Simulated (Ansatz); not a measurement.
# CH3BrF− (SMILES [Br-].CF): a short trajectory

The task is to watch the atoms for 40 steps of 0.75 fs, started with velocities for 1000 K and run with a Nosé-Hoover thermostat.

The runs use Ansatz 0.2.0, Gaussian basis; PBE0-D4/def2-SVPD.

## (1) The system as given

The start, a pair relaxed at PBE0-D4: SMILES `[Br-].CF`, 6 atoms, charge -1, spin multiplicity 1.

Atoms are counted from 1 here; the program's logs count them from 0.

Bond lengths: C2–F3 1.405 Å, C2–H4 1.088 Å, C2–H5 1.088 Å, C2–H6 1.088 Å. Angles: F3–C2–H4 109.3°, F3–C2–H5 109.3°, F3–C2–H6 109.3°, H4–C2–H5 109.7°, H4–C2–H6 109.7°, H5–C2–H6 109.7°.

Geometry (Å):

```
Br   -0.2765   -0.1135   -2.8732
C     0.0490    0.0199    0.5095
F     0.1837    0.0808    1.9067
H     1.0003    0.2734    0.0455
H    -0.7140    0.7276    0.1908
H    -0.2426   -0.9882    0.2207
```

## (2) The run

Input file md/in.yaml:

```yaml
crystal:
  periodic: [false, false, false]
  atoms:
    - {symbol: Br, position_ang: [-0.276504, -0.113509, -2.873230]}
    - {symbol: C, position_ang: [0.049023, 0.019893, 0.509525]}
    - {symbol: F, position_ang: [0.183749, 0.080829, 1.906654]}
    - {symbol: H, position_ang: [1.000348, 0.273423, 0.045456]}
    - {symbol: H, position_ang: [-0.714021, 0.727595, 0.190849]}
    - {symbol: H, position_ang: [-0.242595, -0.988231, 0.220746]}
basis:
  gaussian: {orbitals: def2-SVPD}
total_charge: -1
hamiltonian: {xc: pbe0, dispersion: d4}
md: {n_steps: 40, timestep: 0.75, temperature: 1000, ensemble: nvt_nose_hoover, seed: 698, initial_velocities: maxwell_boltzmann}
```

Command:

```bash
ansatz run in.yaml --threads 4 --pin off --events-out ev --progress --plain --max-ram 9574MiB
```

The log of the run:

```text
Functional definition: PBE0
  name "PBE0"
  cite "Adamo & Barone, J. Chem. Phys. 110, 6158 (1999) doi:10.1063/1.478522"
  cite "Perdew, Burke & Ernzerhof, Phys. Rev. Lett. 77, 3865 (1996) doi:10.1103/PhysRevLett.77.3865"
  parent pbe
  parameter a = 0.25
  parameter kappa = 0.804
  parameter beta = 0.06672455060314922
  exchange = (1 - a)*pbe_x(kappa = kappa, mu = beta*pi^2/3) + a*exact_x
  correlation = pbe_c(beta = beta)
1122 factors; integrals over basis functions are off by at most 1.5e-4 eV
mean field evaluation 1: about -73826.5911 eV, gradient 3.0e1 eV
mean field evaluation 2: about -73825.7976 eV, gradient 4.0e1 eV
mean field evaluation 4: about -73828.3750 eV, gradient 7.3e-1 eV
mean field evaluation 8: about -73828.3838 eV, gradient 8.9e-3 eV
mean field -73828.38381096 eV, -2713.1430623768 hartree, gradient 1.9e-5 eV, S^2 0.000000; 0 other end points of the search recorded, 0 dependent functions left out
the calculation of the forces begins
reference -73828.38384411 eV, -2713.1430635953 hartree; 27, 27 occupied and 81, 81 virtual orbitals, 1122 factors
md step     0: t =     0.00 fs  T =  1000.0 K  F+E_penalty+E_count = -73828.43933463 eV  E_kin = 0.517040 eV  conserved = -73827.92229463 eV  (24 SCF iters)
these checks for a lower state are left out or cut short: starts, cluster_reference, orbital_swaps, neighbouring_geometries, increment
1122 factors; integrals over basis functions are off by at most 1.8e-4 eV
mean field evaluation 16: about -73828.3572 eV, gradient 1.7e-2 eV
mean field -73828.36515667 eV, -2713.1423768444 hartree, gradient 1.3e-5 eV, S^2 0.000000; 0 other end points of the search recorded, 0 dependent functions left out
the calculation of the forces begins
reference -73828.36518975 eV, -2713.1423780599 hartree; 27, 27 occupied and 81, 81 virtual orbitals, 1122 factors
md step     1: t =     0.75 fs  T =   965.9 K  F+E_penalty+E_count = -73828.42081888 eV  E_kin = 0.499384 eV  conserved = -73827.92143504 eV  (28 SCF iters, 3 dispersion substeps)
these checks for a lower state are left out or cut short: starts, cluster_reference, orbital_swaps, neighbouring_geometries, increment
1122 factors; integrals over basis functions are off by at most 2.0e-4 eV
mean field -73828.31355715 eV, -2713.1404805970 hartree, gradient 1.3e-5 eV, S^2 0.000000; 0 other end points of the search recorded, 0 dependent functions left out
the calculation of the forces begins
reference -73828.31359017 eV, -2713.1404818105 hartree; 27, 27 occupied and 81, 81 virtual orbitals, 1122 factors
md step     2: t =     1.50 fs  T =   868.7 K  F+E_penalty+E_count = -73828.36935643 eV  E_kin = 0.449168 eV  conserved = -73827.92019148 eV  (28 SCF iters, 3 dispersion substeps)
[... from here on, the SCF cycles and remarks between the steps are left out ...]
md step     3: t =     2.25 fs  T =   742.8 K  F+E_penalty+E_count = -73828.30328880 eV  E_kin = 0.384050 eV  conserved = -73827.91924956 eV  (28 SCF iters, 3 dispersion substeps)
md step     4: t =     3.00 fs  T =   616.7 K  F+E_penalty+E_count = -73828.23755832 eV  E_kin = 0.318845 eV  conserved = -73827.91874174 eV  (28 SCF iters, 3 dispersion substeps)
md step     5: t =     3.75 fs  T =   506.8 K  F+E_penalty+E_count = -73828.18058452 eV  E_kin = 0.262031 eV  conserved = -73827.91860796 eV  (28 SCF iters, 3 dispersion substeps)
md step     6: t =     4.50 fs  T =   417.6 K  F+E_penalty+E_count = -73828.13462930 eV  E_kin = 0.215895 eV  conserved = -73827.91882350 eV  (28 SCF iters, 3 dispersion substeps)
md step     7: t =     5.25 fs  T =   342.9 K  F+E_penalty+E_count = -73828.09644764 eV  E_kin = 0.177313 eV  conserved = -73827.91926563 eV  (28 SCF iters, 3 dispersion substeps)
md step     8: t =     6.00 fs  T =   271.7 K  F+E_penalty+E_count = -73828.05979227 eV  E_kin = 0.140456 eV  conserved = -73827.91951219 eV  (28 SCF iters, 3 dispersion substeps)
md step     9: t =     6.75 fs  T =   199.8 K  F+E_penalty+E_count = -73828.02209792 eV  E_kin = 0.103292 eV  conserved = -73827.91902670 eV  (28 SCF iters, 3 dispersion substeps)
md step    10: t =     7.50 fs  T =   143.5 K  F+E_penalty+E_count = -73827.99184230 eV  E_kin = 0.074175 eV  conserved = -73827.91792877 eV  (28 SCF iters, 3 dispersion substeps)
md step    11: t =     8.25 fs  T =   132.6 K  F+E_penalty+E_count = -73827.98564863 eV  E_kin = 0.068570 eV  conserved = -73827.91737885 eV  (28 SCF iters, 3 dispersion substeps)
md step    12: t =     9.00 fs  T =   181.0 K  F+E_penalty+E_count = -73828.01144794 eV  E_kin = 0.093606 eV  conserved = -73827.91819531 eV  (28 SCF iters, 3 dispersion substeps)
md step    13: t =     9.75 fs  T =   267.7 K  F+E_penalty+E_count = -73828.05742327 eV  E_kin = 0.138395 eV  conserved = -73827.91946929 eV  (28 SCF iters, 3 dispersion substeps)
md step    14: t =    10.50 fs  T =   358.4 K  F+E_penalty+E_count = -73828.10459642 eV  E_kin = 0.185288 eV  conserved = -73827.91988308 eV  (28 SCF iters, 3 dispersion substeps)
md step    15: t =    11.25 fs  T =   438.6 K  F+E_penalty+E_count = -73828.14551077 eV  E_kin = 0.226793 eV  conserved = -73827.91947801 eV  (28 SCF iters, 3 dispersion substeps)
md step    16: t =    12.00 fs  T =   515.6 K  F+E_penalty+E_count = -73828.18476505 eV  E_kin = 0.266610 eV  conserved = -73827.91915403 eV  (28 SCF iters, 3 dispersion substeps)
md step    17: t =    12.75 fs  T =   597.3 K  F+E_penalty+E_count = -73828.22685272 eV  E_kin = 0.308808 eV  conserved = -73827.91933738 eV  (25 SCF iters, 3 dispersion substeps)
md step    18: t =    13.50 fs  T =   679.7 K  F+E_penalty+E_count = -73828.26956909 eV  E_kin = 0.351438 eV  conserved = -73827.91977495 eV  (29 SCF iters, 3 dispersion substeps)
md step    19: t =    14.25 fs  T =   751.9 K  F+E_penalty+E_count = -73828.30689686 eV  E_kin = 0.388786 eV  conserved = -73827.92016375 eV  (29 SCF iters, 3 dispersion substeps)
md step    20: t =    15.00 fs  T =   803.2 K  F+E_penalty+E_count = -73828.33322607 eV  E_kin = 0.415262 eV  conserved = -73827.92047221 eV  (29 SCF iters, 3 dispersion substeps)
md step    21: t =    15.75 fs  T =   824.8 K  F+E_penalty+E_count = -73828.34419565 eV  E_kin = 0.426477 eV  conserved = -73827.92071267 eV  (28 SCF iters, 3 dispersion substeps)
md step    22: t =    16.50 fs  T =   811.9 K  F+E_penalty+E_count = -73828.33695177 eV  E_kin = 0.419764 eV  conserved = -73827.92068075 eV  (28 SCF iters, 3 dispersion substeps)
md step    23: t =    17.25 fs  T =   767.7 K  F+E_penalty+E_count = -73828.31312794 eV  E_kin = 0.396956 eV  conserved = -73827.92015489 eV  (28 SCF iters, 3 dispersion substeps)
md step    24: t =    18.00 fs  T =   708.5 K  F+E_penalty+E_count = -73828.28133943 eV  E_kin = 0.366301 eV  conserved = -73827.91948988 eV  (28 SCF iters, 3 dispersion substeps)
md step    25: t =    18.75 fs  T =   651.2 K  F+E_penalty+E_count = -73828.25135060 eV  E_kin = 0.336684 eV  conserved = -73827.91956221 eV  (28 SCF iters, 3 dispersion substeps)
md step    26: t =    19.50 fs  T =   593.6 K  F+E_penalty+E_count = -73828.22204849 eV  E_kin = 0.306917 eV  conserved = -73827.92044661 eV  (28 SCF iters, 3 dispersion substeps)
md step    27: t =    20.25 fs  T =   514.9 K  F+E_penalty+E_count = -73828.18134286 eV  E_kin = 0.266207 eV  conserved = -73827.92083752 eV  (28 SCF iters, 3 dispersion substeps)
md step    28: t =    21.00 fs  T =   408.0 K  F+E_penalty+E_count = -73828.12464085 eV  E_kin = 0.210932 eV  conserved = -73827.91974629 eV  (28 SCF iters, 3 dispersion substeps)
md step    29: t =    21.75 fs  T =   303.1 K  F+E_penalty+E_count = -73828.06840962 eV  E_kin = 0.156705 eV  conserved = -73827.91801359 eV  (28 SCF iters, 3 dispersion substeps)
md step    30: t =    22.50 fs  T =   246.3 K  F+E_penalty+E_count = -73828.03812013 eV  E_kin = 0.127355 eV  conserved = -73827.91729485 eV  (28 SCF iters, 3 dispersion substeps)
md step    31: t =    23.25 fs  T =   257.9 K  F+E_penalty+E_count = -73828.04463681 eV  E_kin = 0.133358 eV  conserved = -73827.91802308 eV  (28 SCF iters, 3 dispersion substeps)
md step    32: t =    24.00 fs  T =   319.5 K  F+E_penalty+E_count = -73828.07743650 eV  E_kin = 0.165197 eV  conserved = -73827.91924235 eV  (28 SCF iters, 3 dispersion substeps)
md step    33: t =    24.75 fs  T =   396.7 K  F+E_penalty+E_count = -73828.11783908 eV  E_kin = 0.205129 eV  conserved = -73827.92004795 eV  (28 SCF iters, 3 dispersion substeps)
md step    34: t =    25.50 fs  T =   464.6 K  F+E_penalty+E_count = -73828.15272881 eV  E_kin = 0.240194 eV  conserved = -73827.92029252 eV  (28 SCF iters, 3 dispersion substeps)
md step    35: t =    26.25 fs  T =   514.3 K  F+E_penalty+E_count = -73828.17780770 eV  E_kin = 0.265892 eV  conserved = -73827.92016555 eV  (25 SCF iters, 3 dispersion substeps)
md step    36: t =    27.00 fs  T =   550.0 K  F+E_penalty+E_count = -73828.19530462 eV  E_kin = 0.284370 eV  conserved = -73827.91973535 eV  (28 SCF iters, 3 dispersion substeps)
md step    37: t =    27.75 fs  T =   585.8 K  F+E_penalty+E_count = -73828.21253041 eV  E_kin = 0.302866 eV  conserved = -73827.91906921 eV  (28 SCF iters, 3 dispersion substeps)
md step    38: t =    28.50 fs  T =   640.5 K  F+E_penalty+E_count = -73828.23976796 eV  E_kin = 0.331167 eV  conserved = -73827.91867437 eV  (28 SCF iters, 3 dispersion substeps)
md step    39: t =    29.25 fs  T =   722.5 K  F+E_penalty+E_count = -73828.28205167 eV  E_kin = 0.373567 eV  conserved = -73827.91931678 eV  (28 SCF iters, 3 dispersion substeps)
these checks for a lower state are left out or cut short: starts, cluster_reference, orbital_swaps, neighbouring_geometries, increment
1122 factors; integrals over basis functions are off by at most 1.5e-4 eV
mean field evaluation 320: about -73828.2730 eV, gradient 8.1e-2 eV
mean field -73828.27297882 eV, -2713.1389893710 hartree, gradient 1.2e-5 eV, S^2 0.000000; 0 other end points of the search recorded, 0 dependent functions left out
the calculation of the forces begins
reference -73828.27301142 eV, -2713.1389905688 hartree; 27, 27 occupied and 81, 81 virtual orbitals, 1122 factors
1122 factors; integrals over basis functions are off by at most 1.5e-4 eV
mean field -73828.27297882 eV, -2713.1389893710 hartree, gradient 1.2e-5 eV, S^2 0.000000; 1 other end points of the search recorded, 0 dependent functions left out
the calculation of the forces begins
reference -73828.27301142 eV, -2713.1389905688 hartree; 27, 27 occupied and 81, 81 virtual orbitals, 1122 factors
md step    40: t =    30.00 fs  T =   810.9 K  F+E_penalty+E_count = -73828.32849228 eV  E_kin = 0.419262 eV  conserved = -73827.92093056 eV  (24 SCF iters, 3 dispersion substeps)
Total energy: -73828.32852487 eV, -2713.1410306507 hartree
Atom 0 at    -0.265941    -0.113911    -2.874590 Å, force    -0.018835    -0.001318    -0.023973 eV/Å
Atom 1 at    -0.094031     0.024565     0.567513 Å, force     0.611441     1.440999    -2.228783 eV/Å
Atom 2 at     0.261592     0.075939     1.878160 Å, force     0.145760     0.024185     0.898777 eV/Å
Atom 3 at     0.748067     0.274511    -0.136608 Å, force    -0.328985    -0.112658     0.820591 eV/Å
Atom 4 at    -0.887071     0.745312     0.297329 Å, force     0.029726    -0.046084     0.475833 eV/Å
Atom 5 at    -0.417188    -0.938689     0.250224 Å, force    -0.439106    -1.305124     0.057555 eV/Å
Dipole moment:     0.011327     0.029286     0.783832 e Å
```

Run time: 69 s. Hardware: 4 threads of Arm Neoverse V1, shared host.

## (3) Frames and traces

Every 2 steps:

```
time (fs)  T (K)  potential (meV)  potential + kinetic (meV)  C2–F3 (Å)  C2–H4 (Å)  C2–H6 (Å)
     0.00   1000              0.0                        0.0      1.405      1.088      1.088
     1.50    869             70.0                        2.1      1.418      1.086      1.134
     3.00    617            201.8                        3.6      1.430      1.104      1.155
     4.50    418            304.7                        3.6      1.442      1.129      1.137
     6.00    272            379.5                        3.0      1.453      1.141      1.093
     7.50    143            447.5                        4.6      1.463      1.130      1.051
     9.00    181            427.9                        4.5      1.471      1.103      1.048
    10.50    358            334.7                        3.0      1.475      1.077      1.085
    12.00    516            254.6                        4.1      1.474      1.074      1.129
    13.50    680            169.8                        4.2      1.469      1.097      1.148
    15.00    803            106.1                        4.3      1.462      1.129      1.131
    16.50    812            102.4                        5.1      1.451      1.144      1.090
    18.00    708            158.0                        7.3      1.439      1.131      1.056
    19.50    594            217.3                        7.2      1.423      1.094      1.057
    21.00    408            314.7                        8.6      1.406      1.057      1.093
    22.50    246            401.2                       11.5      1.389      1.051      1.131
    24.00    320            361.9                       10.1      1.373      1.082      1.146
    25.50    465            286.6                        9.8      1.362      1.128      1.127
    27.00    550            244.0                       11.4      1.355      1.159      1.090
    28.50    641            199.6                       13.7      1.355      1.158      1.060
    30.00    811            110.8                       13.1      1.359      1.126      1.064
```

Energies count from the start.

Positions (Å) and forces (eV/Å) at 12.00 fs:

```xyz
6

Br   -0.272   -0.114   -2.874    0.009    0.010    0.009
C     0.016    0.033    0.473   -2.085   -1.953    1.965
F     0.208    0.077    1.934    0.738    0.244   -1.658
H     0.819    0.249   -0.206    1.164    0.282    0.222
H    -0.809    0.711    0.319   -0.327    0.436   -0.367
H    -0.367   -1.016    0.310    0.500    0.981   -0.171
```

Positions (Å) and forces (eV/Å) at 30.00 fs:

```xyz
6

Br   -0.266   -0.114   -2.875   -0.019   -0.001   -0.024
C    -0.094    0.025    0.568    0.611    1.441   -2.229
F     0.262    0.076    1.878    0.146    0.024    0.899
H     0.748    0.275   -0.137   -0.329   -0.113    0.821
H    -0.887    0.745    0.297    0.030   -0.046    0.476
H    -0.417   -0.939    0.250   -0.439   -1.305    0.058
```

## (4) Results

```
                                                 quantity              value
                                                   length  40 steps, 30.0 fs
                                 temperature at the start             1000 K
                            mean temperature, second half              566 K
lowest and highest potential energy, from the first frame      0 and 454 meV
                    largest change of potential + kinetic           13.8 meV
```

**Reading.** The thermostat trades energy with the molecule, so the sum of potential and kinetic energy isn't conserved: it changes by +13 meV over the run. The mean temperature of the second half is still well below the 1000 K set. The instant temperature ranges from 133 to 1000 K, as energy passes between motion and strain. The bonding pattern stays as it was.
